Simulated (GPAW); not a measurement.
# NbTe in GPAW: convergence with k mesh

Input of the first run (k mesh 2 × 2 × 2); the others differ in this setting and in those tied to it:

Contents of run.py:

```python
from ase.dft.bandgap import bandgap
from ase.io import read, write
from ase.units import GPa
from gpaw import GPAW, PW

atoms = read('POSCAR')

calc = GPAW(mode=PW(600),
            xc='MGGA_X_R2SCAN+MGGA_C_R2SCAN',
            kpts={'size': (2, 2, 2), 'gamma': True},
            occupations={'name': 'fermi-dirac', 'width': 0.05},
            nbands=20,
            convergence={'density': 1e-05, 'energy': 1e-05},
            maxiter=100,
            txt='gpaw.txt')
atoms.calc = calc
energy = atoms.get_potential_energy()
forces = atoms.get_forces()
stress = atoms.get_stress()
calc.write('gs.gpw')
write('result.traj', atoms)
print(f'Energy: {energy:.6f} eV')
print('Forces (eV/A):')
print(forces.round(4))
print('Stress (GPa):', (stress / GPa).round(3))
print('Fermi level:', round(calc.get_fermi_level(), 4), 'eV')
print(f'Gap: {bandgap(calc)[0]:.4f} eV, direct: {bandgap(calc, direct=True)[0]:.4f} eV')
```

File POSCAR:

```
NbTe
1.0
    3.4257000000      0.0000000000      0.0000000000
    0.0000000000      3.4257000000      0.0000000000
    0.0000000000      0.0000000000      3.4257000000
Nb Te
1 1
Direct
    0.5000000000      0.5000000000      0.5000000000
    0.0000000000      0.0000000000      0.0000000000
```

Potentials or basis: GPAW PAW data sets (gpaw-data 1.2.1), pw.

The run is started by

```console
$ OMP_NUM_THREADS=1 python run.py
```

The cell was built by a generator and needn't be a form met in nature.

Hardware: 1 thread of Intel(R) Xeon(R) 6975P-C (Granite Rapids), on a shared host.

```
      k mesh  energy less the tightest run, at zero smearing (meV/atom)  pressure (GPa)  SCF cycles  CPU time (s)  peak memory (GiB)
   2 × 2 × 2                                                     273.66           -3.14          17           6.5               0.27
   3 × 3 × 3                                                     221.93            1.16          12             5               0.27
   4 × 4 × 4                                                     -36.65           -1.76          10           7.2               0.28
   5 × 5 × 5                                                      -5.00           -1.47          10           7.1               0.28
   6 × 6 × 6                                                      27.57           -1.06          11            12               0.29
   7 × 7 × 7                                                      -8.28           -1.34          11            12               0.29
   9 × 9 × 9                                                      10.58           -1.08          11            18                0.3
10 × 10 × 10                                                       0.00           -1.28          11            28               0.31
```

Not settled before the last step: the energy (to 1 meV/atom), the pressure (to 0.1 GPa). Meshes of other sizes hit other points, so gaps and Fermi surfaces needn't settle smoothly. The tightest run that finished is the yardstick and may itself not be fully converged.

Caveat, for the tightest run too: the PAW data sets were made with another functional, which shifts forces and pressure a little. Spin-orbit coupling is left out, which matters for the levels of Te.
